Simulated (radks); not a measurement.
# Nd³⁺ in [Xe] 4f3: an all-electron calculation

Aim: the levels, the sizes of the orbitals and the parts of the energy of the neodymium ion Nd3+.

Program: radks (a radial shooting solver on a logarithmic mesh, Libxc functionals) version 1. Level of theory: scalar-relativistic Kohn-Sham, BLYP, spin-polarised, spherical densities, finite nucleus; open shells are filled with parallel spins first. These are calculated values, not measurements, unless marked.

### 1 Starting point

| Quantity | Value |
| --- | --- |
| element | neodymium (Z = 60) |
| charge | +3 |
| electrons | 57 |
| configuration | [Xe] 4f3 |
| nuclear rms radius | 4.9123 fm |

Outer shells as boxes (Hund's rule):

Nd³⁺
```
[Xe] core
4f [↑ ][↑ ][↑ ][  ][  ][  ][  ]
```

### 2 The calculation

Input:

```text
Z 60
configuration [Xe] 4f3 6s0 5d0 6p0 5f0
relativity scalar-relativistic
functional b88,lyp
spin polarised
nucleus finite rms 4.9123 fm
c 137.035999084
```

On the command line:

```console
> python run_ks.py task.json out
```

This one command runs every case of the session in turn.

Q: Predict the outcome of this run.

**Answer**, as computed:

```
                        quantity                     value
                    total energy        -9622.8593 hartree
exchange-correlation share of it                    2.31 %
                            −T/E                    1.0643
          highest occupied level         4f up, -31.486 eV
    most extended occupied level  5p down, <r> = 1.66 bohr
 radius at density 0.001 e/bohr³                 3.40 bohr
    maxima of the radial density                         4
         ionisation energy, NIST      40.60 (semi-emp.) eV
```

**Reading.** 5 principal shells are occupied and 4 maxima appear in the radial density; where shells overlap, one shows as a shoulder or not at all. −T/E is 1.064: with relativity the kinetic term as defined here no longer equals −E. The top level binds by 31.486 eV, 78 % of the NIST ionisation energy of 40.60 eV; the potential of a semilocal functional falls off too fast, so its top eigenvalue is too shallow. Open shells are spherical and high-spin; term and fine-structure splittings are not resolved. Spin-orbit splitting is averaged out at the scalar-relativistic level.
